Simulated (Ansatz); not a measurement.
NbTe:

```xyz
2
Lattice="3.7030 0.0000 0.0000 -1.8515 3.2069 0.0000 0.0000 0.0000 3.6942" Properties=species:S:1:pos:R:3 pbc="T T T"
Te    1.8515    1.0690    0.0000
Nb    0.0000    0.0000    1.8471
```

The cell comes from a database or a generator and needn't be the stable form of this composition.

Below is the output of Ansatz 0.2.0 for this cell. Logs are shortened: lines on timing, memory, paths and dates and some standing lists are left out, and cuts for length are marked.

```text
Warning: RAYON_NUM_THREADS=1 ignored (pool sized by the plan → 1); use --threads N
LAPW: plane waves up to 7.828 Å⁻¹, error target 1.0e-3 eV per atom; small_component_spin mean_spin; Nb in spheres of 1.391 Å, 29 of its electrons in bands, Dirac shells []; Te in spheres of 1.434 Å, 24 of its electrons in bands, Dirac shells [] (how accurate: hamiltonian.pseudopotentials.lapw.basis_error, Limitations)
Engine: ansatz 0.2.0, x86_64-unknown-linux-gnu
Pseudopotentials: kind: all_electron
Pseudopotential: Te, LAPW, valence charge 24, lapw/all_electron/scalar/gaussian/Te, Koelling and Harmon's equation, gaussian nucleus
Pseudopotential: Nb, LAPW, valence charge 29, lapw/all_electron/scalar/gaussian/Nb, Koelling and Harmon's equation, gaussian nucleus
Functional definition: PBEsol
  exchange = pbesol_x
  correlation = pbesol_c
Crystal: 2 atoms, lattice volume = 43.869 Å³
Basis set: ecut = 233.47767690284968 eV, 351 PW (Γ), exchange–correlation at level 2
Bands: 32, of which v1, the nominal top of the filled ones, is band 27 counted from 1 (26 counted from 0)
Symmetry: 12 space group operations
Space group: P-6m2 (ITA 187), of the structure as read, at distance tolerance 3.5e-5 Å
k-points: 15 of 100 (time reversal used)
Non-local potential: Te, projectors of the file, none
Non-local potential: Nb, projectors of the file, none
Initial density: superposition of atomic densities (chi_scale 0.1, normalization cell, long waves kept (reshape's long-wave potential 0.00 eV rms))
Initial wavefunctions: plane waves of lowest kinetic energy (no species holds an atomic orbital)
Functional: x = pbesol(κ = 0.804, μ = 0.12345679012345678), c = pbesol(β = 0.046)
iter 1 solved again at ethr=1.24e-3 eV; its pass at ethr=1.00e-1 eV (dr2=6.57e-1 eV) is discarded
SCF iter   1: F=—  HF=-288695.711958 eV  |F-HF|=—  |Δ(HF+E_count)|=         —  Δρ=3.34e-2  dr2=6.59e-1  ethr=1.24e-3  ⟨swp⟩=2.1  Hψ=2991  notcnv=0
[... 12 lines left out ...]
SCF 1 converged in 9 iterations: F = -288695.261757 eV  dr2 = 4.62e-8
SCF converged after 9 iterations
Free energy (F): -288695.261757 eV
Harris-Foulkes:  -288695.261757 eV  (|F-HF|=2.58e-8)
Internal energy: -288695.254999 eV  (E = F + TS)
E sigma→0 (E₀):  -288695.258378 eV
Entropy (-TS):   -0.006758 eV (-3.379 meV/atom)
Fermi energy:    18.155752 eV
--- Per-component energies (eV) ---
  E_band       = -4755.905353
  E_kinetic    = 302624.799549
  E_xc         = -7895.705770
  E_electrostatic = -583424.348777  (all electrons and nuclei)
  E_smearing   = -0.006758  (= −TS)
  E_closure    = 0.000000  (closes the sum)
  E_atoms      = -288680.437287  (free atoms, spherical and without spin; not in F)
  Σ components = -288695.261757   (vs F -288695.261757, Δ=0.00e0)
  Basis errors (estimates in eV, not in F): energy 3.3e-4 per atom: plane waves 2.9e-4 (1.6e-4 summed), levels above the bands 1.4e-90, relativity 1.6e-8, radial functions 3.5e-5, core shells 2.7e-7; eigenvalues (radial functions only) 1.1e-6; not estimated: angular momenta, meshes, grids; target (lapw.basis_error) 1.0e-3; muffin-tin radii Nb 1.391 Å, Te 1.434 Å
--- Forces (eV/Å), atoms counted from 1 ---
  atom   1  Te     0.00000000     0.00000000     0.00000000
  atom   2  Nb     0.00000000     0.00000000     0.00000000
  max |Σ_I F_I| component: 3.70e-17 eV/Å
--- Stress (GPa, compression-positive) ---
       -5.563393       0.000000       0.000000
        0.000000      -5.563393       0.000000
        0.000000       0.000000      -4.851194
  P = ⅓ Tr σ = -5.3260 GPa (-53.260 kbar)
--- Band table (eV; the first three rows and the last of 15) ---
  k-point 0: bands = ["-325.4910", "-325.4634", "-325.4634", "-175.3436", "-175.3279", "-175.3279", "-175.3123", "-175.3123", "-142.2288", "-92.3421", "-92.3421", "-92.3289", "-37.3170", "-19.8088", "-19.8088", "-19.7998", "-19.7998", "-19.7992", "-13.5293", "-13.3413", "-13.3413", "3.9105", "15.0252", "15.0252", "15.1689", "15.8343", "18.3135", "18.3135", "20.6193", "20.6193", "20.9731", "24.0978"]
  k-point 1: bands = ["-325.4910", "-325.4634", "-325.4634", "-175.3436", "-175.3279", "-175.3279", "-175.3123", "-175.3123", "-142.2288", "-92.3421", "-92.3421", "-92.3289", "-37.3144", "-19.8080", "-19.8080", "-19.8029", "-19.8029", "-19.7928", "-13.5868", "-13.3355", "-13.3355", "4.4839", "12.4695", "15.3345", "15.3345", "17.3860", "17.4224", "17.4224", "20.7400", "20.7400", "22.1665", "25.8811"]
  k-point 2: bands = ["-325.4910", "-325.4634", "-325.4634", "-175.3436", "-175.3279", "-175.3279", "-175.3123", "-175.3123", "-142.2288", "-92.3421", "-92.3421", "-92.3290", "-37.3118", "-19.8067", "-19.8067", "-19.8063", "-19.8063", "-19.7864", "-13.6436", "-13.3298", "-13.3298", "5.2550", "10.6293", "15.5664", "15.5664", "17.2045", "17.2045", "18.8367", "19.8264", "19.8264", "23.4471", "24.2091"]
  k-point 14: bands = ["-325.4910", "-325.4634", "-325.4634", "-175.3436", "-175.3279", "-175.3279", "-175.3123", "-175.3123", "-142.2288", "-92.3421", "-92.3421", "-92.3290", "-37.3033", "-19.8128", "-19.8066", "-19.8038", "-19.7967", "-19.7794", "-13.5968", "-13.4418", "-13.3788", "6.0162", "12.0674", "12.3444", "13.7880", "16.8988", "19.3783", "19.8586", "20.1102", "20.5376", "22.0582", "22.6814"]
```

What input gives this log?

Single point with PBEsol, no spin polarisation. The files as run (others can give the same):

input.yaml
```yaml
crystal:
  lattice:
    - [3.7029743866, 0.0, 0.0]
    - [-1.8514871933, 3.2068698884, 0.0]
    - [0.0, 0.0, 3.694211]
  atoms:
    - { symbol: Te, position: [0.6666666667, 0.3333333333, 0.0] }
    - { symbol: Nb, position: [0.0, 0.0, 0.5] }
kpoints:
  mp_grid: { grid: [5, 5, 4] }
scf:
  occupations: { method: fermi_dirac, width: 0.03 }
hamiltonian:
  xc: pbesol
  pseudopotentials: { kind: all_electron, lapw: { basis_error: 0.001 } }
output:
  forces: true
  stress: true
  eigenvalues: true
```

Potentials or basis: all-electron LAPW, scalar-relativistic.
Command:
```sh
$ ansatz run input.yaml --threads 1 --pin off --max-ram 3072MiB --backend cpu --events-out ev --progress --plain --runs-dir out
```

Caveat: the k mesh is coarse (spacing up to 0.43 Å⁻¹), so the values aren't converged; the k mesh is thin for a metal, which can move the energy by tens of meV per atom.
